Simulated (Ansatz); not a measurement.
# CH6Si: the cost of one run

Computed with Ansatz 0.2.0, Gaussian basis. Level: PBE0-D4/def2-TZVP structures, single points in def2-TZVPP, no counterpoise correction.

Levels: SPW92, PBE-D4, BLYP-D4, r2SCAN-D4, B97M-V, PBE0-D4, B3LYP-D4, r2SCAN0-D4, BHLYP-D4, CAM-B3LYP-D4, wB97X-V, wB97M-V, B2PLYP, PBE-QIDH, RPA on PBE, Hartree-Fock, MP2, CCSD, CCSD(T).

Cores are frozen in the correlated methods. Orbitals are unrestricted. B3LYP uses VWN-RPA correlation. B2PLYP carries no dispersion term here.

94 further runs of the same task are left out: 94 set aside as unsound or not needed.

## (1) The system as given

The complex: 12 atoms, charge 0, spin multiplicity 2.

Atoms are counted from 1 here; the program's logs count them from 0.

Bond lengths: H1–C2 1.092 Å, C2–Si3 1.871 Å, C2–H6 1.092 Å, C2–H7 1.092 Å, Si3–H8 1.489 Å, Si3–H9 1.487 Å, Si3–H10 1.487 Å, C4–F5 1.331 Å, C4–H11 1.082 Å, C4–H12 1.082 Å. Angles: H1–C2–Si3 110.7°, H1–C2–H6 108.2°, H1–C2–H7 108.2°, Si3–C2–H6 110.7°, Si3–C2–H7 110.7°, H6–C2–H7 108.1°, C2–Si3–H8 110.2°, C2–Si3–H9 111.0°, C2–Si3–H10 111.0°, H8–Si3–H9 108.0°, H8–Si3–H10 108.0°, H9–Si3–H10 108.6°, F5–C4–H11 115.0°, F5–C4–H12 115.0°, H11–C4–H12 124.7°.

Geometry (Å):

```xyz
12
charge 0, multiplicity 2
H     0.2760   -0.6134    0.8743
C     0.4970    0.3512    1.3368
Si    0.1529    1.7513    0.1446
C    -0.5902   -2.2411   -1.2908
F    -0.6995   -1.0168   -1.8011
H     1.5459    0.3517    1.6418
H    -0.1169    0.4482    2.2350
H     0.4575    3.0607    0.7860
H     0.9949    1.6310   -1.0753
H    -1.2767    1.7625   -0.2652
H     0.2812   -2.7955   -1.6132
H    -1.5220   -2.6896   -0.9730
```

Its parts: CH6Si holds atoms 1, 2, 3, 6, 7, 8, 9, 10; CH2F radical holds atoms 4, 5, 11, 12. Each part counts its atoms afresh in its own runs.

## (2) Relaxing CH6Si alone

relax-a/in.yaml

```yaml
crystal:
  periodic: [false, false, false]
  atoms:
    - {symbol: H, position_ang: [0.276030, -0.613436, 0.874302]}
    - {symbol: C, position_ang: [0.497019, 0.351240, 1.336759]}
    - {symbol: Si, position_ang: [0.152900, 1.751312, 0.144618]}
    - {symbol: H, position_ang: [1.545909, 0.351721, 1.641769]}
    - {symbol: H, position_ang: [-0.116882, 0.448216, 2.235049]}
    - {symbol: H, position_ang: [0.457469, 3.060682, 0.785993]}
    - {symbol: H, position_ang: [0.994870, 1.630951, -1.075316]}
    - {symbol: H, position_ang: [-1.276654, 1.762452, -0.265152]}
basis:
  gaussian: {orbitals: def2-TZVP}
hamiltonian: {xc: pbe0, dispersion: d4}
relax: {f_tol: 0.005, max_steps: 200}
```

Command:

```
$ ansatz run in.yaml --threads 8 --pin off --events-out ev --progress --plain --max-ram 19148MiB
```

**Question.** How long does this run take on 8 threads of Arm Neoverse V1, shared host?

About 1.9 s.
